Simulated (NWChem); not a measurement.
**C2H2BrO− (SMILES [O-]/C=C/Br): levels of theory compared**

Aim: a comparison of 3 runs (HF/STO-3G, HF/3-21G, B3LYP/6-31G*) of C2H2BrO−. 

The calculation is run with NWChem 7.3.0.

## 1. The molecule

C2H2BrO−: 6 atoms, total charge -1, spin state singlet. SMILES: `[O-]/C=C/Br`. Geometry: relaxed at GFN2-xTB.

Bond lengths: O1–C2 1.255 Å, C2–C3 1.354 Å, C3–Br4 1.922 Å, C2–H5 1.122 Å, C3–H6 1.076 Å. Angles: O1–C2–C3 126.1°, C2–C3–Br4 120.9°, O1–C2–H5 118.9°, C3–C2–H5 115.1°, C2–C3–H6 126.3°, Br4–C3–H6 112.8°.

## 2. Energy and gradient at HF/STO-3G (run 1)

File run.py:

```python
from ase import Atoms
from ase.calculators.nwchem import NWChem

molecule = Atoms(['O', 'C', 'C', 'Br', 'H', 'H'], positions=[
    [1.738210, -0.487910, 0.504240],
    [0.677140, -0.307320, -0.140610],
    [-0.448000, 0.285380, 0.325330],
    [-1.994920, 0.485270, -0.798050],
    [0.624030, -0.657340, -1.205710],
    [-0.596460, 0.681910, 1.314800],
])

calc = NWChem(
    label='a',
    theory='scf',
    memory='2200 mb',
    basis='STO-3G',
    basispar='spherical bse',
    charge=-1,
    scf={'nopen': '0', 'rhf': None, 'thresh': '1e-08', 'maxiter': '80'},
)
molecule.calc = calc

forces = molecule.get_forces()
print(f"energy = {molecule.get_potential_energy():.6f} eV")
print("forces (eV/A):")
for s, f in zip(molecule.symbols, forces):
    print(f"{s:2s} {f[0]:10.5f} {f[1]:10.5f} {f[2]:10.5f}")
print("dipole (e A):", molecule.get_dipole_moment().round(4))
```

The run is started by

```
export ASE_NWCHEM_COMMAND="nwchem PREFIX.nwi > PREFIX.nwo"
python run.py
```

Standard output:

```text
energy = -73314.776806 eV
forces (eV/A):
O     0.96771   -0.31079    0.18358
C     1.12172   -0.55839   -0.38397
C    -1.84785    0.78953    0.24893
Br   -0.20805    0.06058   -0.04808
H    -0.17555    0.14028    0.20466
H     0.14203   -0.12120   -0.20507
dipole (e A): [-0.1073  0.0199 -0.0552]
```

The calculator wrote a.nwi:

```
title "a"

permanent_dir a

scratch_dir a

start a

geometry units angstrom nocenter noautosym noautoz
  O  1.7382100000000000e+00 -4.8791000000000001e-01 5.0424000000000002e-01
  C  6.7713999999999996e-01 -3.0731999999999998e-01 -1.4061000000000001e-01
  C  -4.4800000000000001e-01 2.8538000000000002e-01 3.2533000000000001e-01
  Br -1.9949200000000000e+00 4.8526999999999998e-01 -7.9805000000000004e-01
  H  6.2402999999999997e-01 -6.5734000000000004e-01 -1.2057100000000001e+00
  H  -5.9645999999999999e-01 6.8191000000000002e-01 1.3148000000000000e+00
end

charge -1

memory 2200 mb

basis spherical bse noprint
   * library STO-3G
end

scf
  nopen 0
  rhf
  thresh 1e-08
  maxiter 80
end

task scf gradient
```

a.nwo:

```text
Northwest Computational Chemistry Package (NWChem) 7.3.0
             --------------------------------------------------------

           Job information
           ---------------

    nwchem branch   = 7.3.0
    use scalapack   = T
    input           = a.nwi
    prefix          = a.
    data base       = a/a.db
    status          = startup
    nproc           =        1

           Memory information
           ------------------

[... 5 lines left out ...]
    hardfail = no
[... 133 lines left out ...]
         Quadratically convergent ROHF
[... 15 lines left out ...]
       Final RHF  results
[... 4 lines left out ...]
      Two-electron energy =   1292.204935552957
[... 44 lines left out ...]
                       ROHF Final Molecular Orbital Analysis
[... 199 lines left out ...]
                 ----------------------------------------
                 |  Time  |  1-e(secs)   |  2-e(secs)   |
                 ----------------------------------------
                 |  CPU   |       0.00   |       0.64   |
                 ----------------------------------------
                 |  WALL  |       0.00   |       0.64   |
                 ----------------------------------------

 Task  times  cpu:        3.2s     wall:        3.2s
 Total times  cpu:        3.2s     wall:        3.2s
```

It took 4.5 s on 1 thread of Intel Xeon Platinum 8488C (Sapphire Rapids), shared host; peak memory 0.096 GiB.

## 3. Energy and forces at HF/3-21G (run 2)

File geom.nw:

```
start geom
title "C2H2BrO"
memory stack 880 mb heap 220 mb global 1100 mb
charge -1
geometry units angstroms noautosym nocenter noautoz
O      1.738210    -0.487910     0.504240
C      0.677140    -0.307320    -0.140610
C     -0.448000     0.285380     0.325330
Br    -1.994920     0.485270    -0.798050
H      0.624030    -0.657340    -1.205710
H     -0.596460     0.681910     1.314800
end
basis "ao basis" spherical bse
* library 3-21G
end
scf
singlet
rhf
thresh 1e-08
maxiter 80
print low
end
task scf gradient
```

The run is started by

```
nwchem geom.nw > geom.out
```

Standard output:

```text
[...]
  functions       =    53
[...]
  wavefunction    = RHF
[...]
         Total SCF energy =  -2710.916150502428
      One-electron energy =  -4196.195994031130
      Two-electron energy =   1280.792700430180
 Nuclear repulsion energy =    204.487143098522
        Time for solution =      2.6s
[...]
                         RHF ENERGY GRADIENTS
    atom               coordinates                        gradient
                 x          y          z           x          y          z
   1 O       3.284741  -0.922016   0.952875   -0.013218   0.004899  -0.000795
   2 C       1.279609  -0.580751  -0.265714   -0.003398   0.002916   0.005286
   3 C      -0.846597   0.539290   0.614785   -0.003869  -0.003584  -0.015258
   4 Br     -3.769852   0.917027  -1.508096    0.020589  -0.002808   0.014489
   5 H       1.179246  -1.242192  -2.278462    0.003395  -0.005558  -0.012224
   6 H      -1.127146   1.288623   2.484612   -0.003498   0.004135   0.008503
 Task  times  cpu:        3.5s     wall:        3.5s
 Total times  cpu:        3.5s     wall:        3.5s
```

Run time: 4.2 s. Hardware: 1 thread of Intel Xeon Platinum 8488C (Sapphire Rapids), shared host; peak memory 0.096 GiB.

## 4. Energy and gradient at B3LYP/6-31G(d) (Cartesian functions) (run 3)

File mymol.nw:

```
start mymol
title "C2H2BrO B3LYP"
memory 2200 mb
charge -1
geometry units angstroms noautosym nocenter noautoz
  O     1.738210   -0.487910    0.504240
  C     0.677140   -0.307320   -0.140610
  C    -0.448000    0.285380    0.325330
  Br   -1.994920    0.485270   -0.798050
  H     0.624030   -0.657340   -1.205710
  H    -0.596460    0.681910    1.314800
end
basis
  * library 6-31G*
end
dft
  xc b3lyp
  grid xfine
  convergence energy 1e-08
  iterations 100
  mulliken
  print low
end
task dft gradient
```

The run is started by

```
nwchem mymol.nw > mymol.out
```

Standard output:

```text
[...]
 d= 0,ls=0.0,diis     1  -2726.0642391102 -2.93D+03  6.69D-02  9.99D+00     3.1
[...]
 d= 0,ls=0.0,diis    13  -2726.5133081377 -4.60D-09  4.47D-07  1.09D-09    31.4
         Total DFT energy =    -2726.513308137679
      One electron energy =    -4208.301423535780
           Coulomb energy =     1389.043402078028
    Exchange-Corr. energy =     -111.742429778449
 Nuclear repulsion energy =      204.487143098522
[...]
      Total Density - Mulliken Population Analysis
     ---------------------------------------------
    Atom       Charge   Shell Charges
 -----------   ------   -------------------------------------------------------
    1 O    8     8.64   1.99  0.89  2.89  1.04  1.84 -0.01
    2 C    6     5.78   1.99  0.72  1.99  0.41  0.63  0.05
    3 C    6     6.34   1.99  0.69  2.03  0.57  1.06  0.01
    4 Br  35    35.31   2.00  1.99  6.00  1.93  5.99  1.60  3.80  0.38  1.52  7.02  2.95  0.14
    5 H    1     1.02   0.54  0.48
    6 H    1     0.92   0.53  0.39
[...]
                         DFT ENERGY GRADIENTS
    atom               coordinates                        gradient
                 x          y          z           x          y          z
   1 O       3.284741  -0.922016   0.952875   -0.014155   0.003367  -0.006139
   2 C       1.279609  -0.580751  -0.265714   -0.013846   0.008336   0.009072
   3 C      -0.846597   0.539290   0.614785    0.012238  -0.008220  -0.010321
   4 Br     -3.769852   0.917027  -1.508096    0.013618  -0.002121   0.008747
   5 H       1.179246  -1.242192  -2.278462    0.001721   0.000163   0.002416
   6 H      -1.127146   1.288623   2.484612    0.000425  -0.001525  -0.003776
 Task  times  cpu:       38.3s     wall:       38.3s
 Total times  cpu:       38.3s     wall:       38.3s
```

It took 39 s on 1 thread of Intel Xeon Platinum 8488C (Sapphire Rapids), shared host; peak memory 0.13 GiB.

## 5. Overview of the runs

```tsv
run	level	Cartesian functions	iteration cap	energy (Eh)	largest force (eV/Å)	wall time
1	HF/STO-3G	no	80	-2694.268375	2.025	4.5 s
2	HF/3-21G	no	80	-2710.916151	1.303	4.2 s
3	B3LYP/6-31G* (Cartesian functions)	yes	100	-2726.513308	0.953	39 s
```

## 6. What came out

```
                       quantity           value
            run 3: total energy  -2726.51331 Eh
run 3: largest force on an atom      0.953 eV/Å
```

What this shows: In run 1 the HOMO lies above zero, so the outermost electron may be held by the basis alone. In run 1 the basis is minimal, so the values are rough. All runs together took 48 s, the longest 39 s.
